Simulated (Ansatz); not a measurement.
# TePb: the cost of one run

Program: Ansatz 0.2.0. Level of theory: DFT PBE, scalar-relativistic, plane waves, PAW. These are calculated values, not measurements.

## (1) The system as given

The structure is cubic, space group Fm-3m (No. 225). Conventional cell: a = 6.462 Å, b = 6.462 Å, c = 6.462 Å, α = 90.00°, β = 90.00°, γ = 90.00°. Te (site symmetry m-3m) has 6 Pb at 3.23 Å as nearest neighbours. Pb (site symmetry m-3m) has 6 Te at 3.23 Å as nearest neighbours.

As a file:

```
Te Pb
1.0
     0.00000    3.23100    3.23100
     3.23100    0.00000    3.23100
     3.23100    3.23100    0.00000
Te Pb
1 1
Direct
  0.50000 0.50000 0.50000
  0.00000 0.00000 0.00000
```

The structure rests on an entry of the Crystallography Open Database; cell or positions may have been set otherwise for this series.

## (2) Relaxing cell and atoms: TePb, no spin

input.yaml

```yaml
crystal:
  lattice:
    - [0.0, 3.231, 3.231]
    - [3.231, 0.0, 3.231]
    - [3.231, 3.231, 0.0]
  atoms:
    - { symbol: Te, position: [0.5, 0.5, 0.5] }
    - { symbol: Pb, position: [0.0, 0.0, 0.0] }
scf:
  occupations: { method: fixed }
output:
  forces: true
  stress: true
  eigenvalues: true
  write_density: true
  write_potential: true
  elf: true
  volumetric_format: npy
hamiltonian:
  xc: pbe
relax:
  f_tol: 0.001
  max_steps: 60
  cell: { stress_tol: 0.03 }
kpoints:
  mp_grid: { grid: [10, 10, 10] }
```

On the command line:

```
ansatz run input.yaml --threads 8 --pin off --max-ram 20480MiB --backend cpu --events-out ev --progress --plain --runs-dir out
```

Q: Estimate wall time and peak memory on 8 threads of AMD EPYC 9R14 (Zen 4), shared host.

About 2.3 s, with a peak of 0.52 GiB.
